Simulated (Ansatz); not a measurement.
# CH2F2 (SMILES FCF): wB97M-V/STO-3G

What is the electronic atomisation energy of CH2F2 at wB97M-V/STO-3G? 

The calculation is run with Ansatz 0.2.0.

44 further runs of the same task are left out: 1 that didn't finish, 43 set aside as unsound or not needed.

**1. The system as given**

The species is CH2F2 (5 atoms), meant as a singlet with charge 0. As SMILES, `FCF`. The coordinates come from a PBE0-D4/def2-TZVP relaxation.

Bond lengths: F1–C2 1.351 Å, C2–F3 1.351 Å, C2–H4 1.093 Å, C2–H5 1.094 Å. Angles: F1–C2–F3 108.6°, F1–C2–H4 108.8°, F1–C2–H5 108.8°, F3–C2–H4 108.8°, F3–C2–H5 108.8°, H4–C2–H5 113.0°.

**2. The energy at wB97M-V/STO-3G**

Contents of job.yaml:

```yaml
crystal:
  periodic: [false, false, false]
  atoms:
    - {symbol: F, position_ang: [-1.073300, 0.191200, 0.698300]}
    - {symbol: C, position_ang: [0.010100, -0.016900, -0.082300]}
    - {symbol: F, position_ang: [1.090500, -0.179200, 0.713200]}
    - {symbol: H, position_ang: [-0.142700, -0.932900, -0.659500]}
    - {symbol: H, position_ang: [0.165300, 0.864200, -0.711100]}
basis:
  gaussian:
    orbitals: STO-3G
hamiltonian:
  xc: {name: wB97M-V}
accuracy: high
```

Command:

```bash
ansatz run job.yaml --threads 1 --pin off --max-ram 2610MiB --events-out events.jsonl --progress --plain --runs-dir runs
```

Standard output:

```text
Warning: RAYON_NUM_THREADS=1 ignored (pool sized by the plan → 1); use --threads N
Functional definition: wB97M-V
  name "wB97M-V"
  parameter omega = 0.3/bohr
  parameter cx = 0.15
  parameter cx01 = 1.007
  parameter cx10 = 0.259
  parameter css00 = 0.443
  parameter css04 = -1.437
  parameter css10 = -4.535
  parameter css20 = -3.390
  parameter css43 = 4.278
  parameter cos00 = 1.000
  parameter cos10 = 1.358
  parameter cos20 = 2.924
  parameter cos21 = -8.812
  parameter cos60 = -1.390
  parameter cos61 = 9.142
  parameter b = 6.0
  parameter c = 0.01
  gx(w, u) = 1 - cx + cx01*u + cx10*w
  gss(w, u) = css00 + css04*u^4 + css10*w + css20*w^2 + css43*w^4*u^3
  gos(w, u) = cos00 + cos10*w + (cos20 + cos21*u)*w^2 + (cos60 + cos61*u)*w^6
  exchange = spin_sum(e_x_unif_sr(omega)*gx(b97_w, b97_u_x)) + cx*exact_x_sr(omega) + exact_x_lr(omega)
  correlation = spin_sum(e_c_pw_mod_same_spin*gss(b97_w, b97_u_same))
      + integral(e_c_pw_mod_opposite_spin*gos(b97_w_opposite, b97_u_opposite)) + vv10(b, c)
295 factors; integrals over basis functions are off by at most 3.5e-8 eV
129 factors; integrals over basis functions are off by at most 6.9e-10 eV
mean field evaluation 1: about -6408.3800 eV, gradient 2.7e1 eV
mean field evaluation 2: about -6410.1204 eV, gradient 1.6e1 eV
mean field evaluation 4: about -6410.7977 eV, gradient 8.3e-2 eV
mean field evaluation 8: about -6410.7821 eV, gradient 4.6e-4 eV
mean field evaluation 16: about -6410.7821 eV, gradient 5.4e-8 eV
mean field -6410.78209342 eV, -235.5918965490 hartree, gradient 5.4e-8 eV, S^2 0.000000; 0 other end points of the search recorded, 0 dependent functions left out
reference -6410.78209505 eV, -235.5918966089 hartree; 13, 13 occupied and 4, 4 virtual orbitals, 295 factors
Total energy: -6410.78209505 eV, -235.5918966089 hartree
```

It took 12 s on 1 thread of Arm Neoverse V2, shared host; peak memory 0.24 GiB.

**3. The C atom**

Contents of in.yaml:

```yaml
crystal:
  periodic: [false, false, false]
  atoms:
    - {symbol: C, position_ang: [0.000000, 0.000000, 0.000000]}
basis:
  gaussian:
    orbitals: STO-3G
magnetization:
  spin_polarized: true
  initial_magnetization: 2
hamiltonian:
  xc: {name: wB97M-V}
accuracy: high
```

Command:

```bash
ansatz run in.yaml --threads 1 --pin off --max-ram 2610MiB --events-out events.jsonl --progress --plain --runs-dir runs
```

Standard output, cut to the lines that bear on the results:

```text
Warning: RAYON_NUM_THREADS=1 ignored (pool sized by the plan → 1); use --threads N
[... 2 set-up lines as earlier in the session ...]
[...]
  gx(w, u) = 1 - cx + cx01*u + cx10*w
  gss(w, u) = css00 + css04*u^4 + css10*w + css20*w^2 + css43*w^4*u^3
  gos(w, u) = cos00 + cos10*w + (cos20 + cos21*u)*w^2 + (cos60 + cos61*u)*w^6
[...]
      + integral(e_c_pw_mod_opposite_spin*gos(b97_w_opposite, b97_u_opposite)) + vv10(b, c)
15 factors; integrals over basis functions are off by at most 9.8e-10 eV
15 factors; integrals over basis functions are off by at most 5.5e-10 eV
[...]
mean field -1016.30781270 eV, -37.3486232384 hartree, gradient 0.0e0 eV, S^2 2.000000; 0 other end points of the search recorded, 0 dependent functions left out
reference -1016.30781374 eV, -37.3486232768 hartree; 4, 2 occupied and 1, 3 virtual orbitals, 15 factors
Total energy: -1016.30781374 eV, -37.3486232768 hartree
```

It took 0.9 s on 1 thread of Arm Neoverse V2, shared host; peak memory 0.15 GiB.

**4. The F atom, same level**

Contents of molecule.yaml:

```yaml
crystal:
  periodic: [false, false, false]
  atoms:
    - {symbol: F, position_ang: [0.000000, 0.000000, 0.000000]}
basis:
  gaussian:
    orbitals: STO-3G
magnetization:
  spin_polarized: true
  initial_magnetization: 1
hamiltonian:
  xc: {name: wB97M-V}
accuracy: high
```

Run the same way, it converges to -98.28239 Eh (log not shown).

**5. The H atom, same level**

Contents of run.yaml:

```yaml
crystal:
  periodic: [false, false, false]
  atoms:
    - {symbol: H, position_ang: [0.000000, 0.000000, 0.000000]}
basis:
  gaussian: {orbitals: STO-3G}
hamiltonian: {xc: {name: wB97M-V}}
accuracy: high
magnetization: {spin_polarized: true, initial_magnetization: 1}
```

Run the same way, it converges to -0.45654 Eh (log not shown).

**6. Outcome**

Level: wB97M-V/STO-3G.

| quantity | value |
| --- | --- |
| molecule: total energy | -235.59190 Eh |
| C atom: total energy | -37.34862 Eh |
| C atom: ⟨S²⟩ | 2.000 |
| F atom: total energy | -98.28239 Eh |
| F atom: ⟨S²⟩ | 0.750 |
| H atom: total energy | -0.45654 Eh |
| H atom: ⟨S²⟩ | 0.750 |
| electronic atomisation energy | 20.828 eV |

**Reading.** Taking the molecule apart into free atoms costs 20.83 eV (480 kcal/mol), before zero-point energy and without spin-orbit coupling. In a minimal basis such a difference can be off by several eV, whatever the method.
